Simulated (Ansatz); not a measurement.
# HfSi: pressure up to the limit of the methods

Aim: compress HfSi (zincblende type) step by step, far beyond the usual range, and follow pressure and electronic structure. The runs shown use PAW. Its runs: cell relaxed at zero pressure (PAW); volume scaled by 1 (PAW); volume scaled by 0.95 (PAW and PAW (level accurate)); volume scaled by 0.85 (PAW); volume scaled by 0.75 (PAW); volume scaled by 0.65 (PAW); volume scaled by 0.55 (PAW); volume scaled by 0.45 (PAW); volume scaled by 0.4 (PAW).

Program: Ansatz 0.2.0. Level of theory: DFT LDA, with the methods named in each step. These are calculated values, not measurements.

## 1. The starting structure

Symmetry: F-43m, No. 216, cubic system. The conventional cell has a = 6.156 Å, b = 6.156 Å, c = 6.156 Å, α = 90.00°, β = 90.00°, γ = 90.00°. Hf (site symmetry -43m) has 4 Si at 2.67 Å in its first shell of neighbours. Si (site symmetry -43m) has 4 Hf at 2.67 Å in its first shell of neighbours.

Coordinates:

```xyz
2
Lattice="0.0000 3.0778 3.0778 3.0778 0.0000 3.0778 3.0778 3.0778 0.0000" Properties=species:S:1:pos:R:3 pbc="T T T"
Hf    0.0000    0.0000    0.0000
Si    1.5389    1.5389    1.5389
```

Whether this phase is the stable one at these pressures isn't tested.

Atoms are numbered in the order of the input: Hf1, Si2.

## 2. Cell relaxed at zero pressure, PAW

Contents of input.yaml:

```yaml
crystal:
  lattice:
    - [0.0, 3.0778180096, 3.0778180096]
    - [3.0778180096, 0.0, 3.0778180096]
    - [3.0778180096, 3.0778180096, 0.0]
  atoms:
    - { symbol: Hf, position: [0.0, 0.0, 0.0] }
    - { symbol: Si, position: [0.25, 0.25, 0.25] }
kpoints:
  mp_grid: { grid: [12, 12, 12] }
scf:
  occupations: { method: fermi_dirac, width: 0.08 }
hamiltonian:
  xc: lda
  pseudopotentials: { kind: paw }
output:
  forces: true
  stress: true
  write_density: true
  write_potential: true
  elf: true
  volumetric_format: npy
relax:
  f_tol: 0.005
  max_steps: 40
  cell: {}
```

Run with:

```bash
$ ansatz run input.yaml --threads 1 --pin off --max-ram 2048MiB --backend cpu --events-out ev --progress --plain --runs-dir out
```

The runs that follow: Volume scaled by 1, PAW; Volume scaled by 0.95, PAW; Volume scaled by 0.95, PAW (level accurate); Volume scaled by 0.85, PAW; Volume scaled by 0.75, PAW; Volume scaled by 0.65, PAW; Volume scaled by 0.55, PAW; Volume scaled by 0.45, PAW; Volume scaled by 0.4, PAW.

Q: Predict the outcome of this session. Wanted: PAW pressure at 0.4 of the volume; fitted bulk modulus at zero pressure.

As calculated:

```
                                  quantity      value
         PAW pressure at 0.4 of the volume  292.4 GPa
fitted bulk modulus at zero pressure (PAW)     65 GPa
                   its pressure derivative       3.62
```

In words: By PAW the pressure climbs to 292 GPa at 0.4 of the first volume. A third-order Birch-Murnaghan curve fits the range only roughly (B₀ = 65 GPa, B′ = 3.62, misfit at most 2.56 GPa). A fit over so wide a range leans to the high pressures, so B₀ can be off by several per cent. No all-electron run checks these rows here, and frozen cores can fail under such compression. The ions are at rest, and the electrons smeared by 0.08 eV. Spin-orbit coupling is left out, though the cell holds Hf; in elements this heavy it can shift bands and gaps by tenths of an eV.
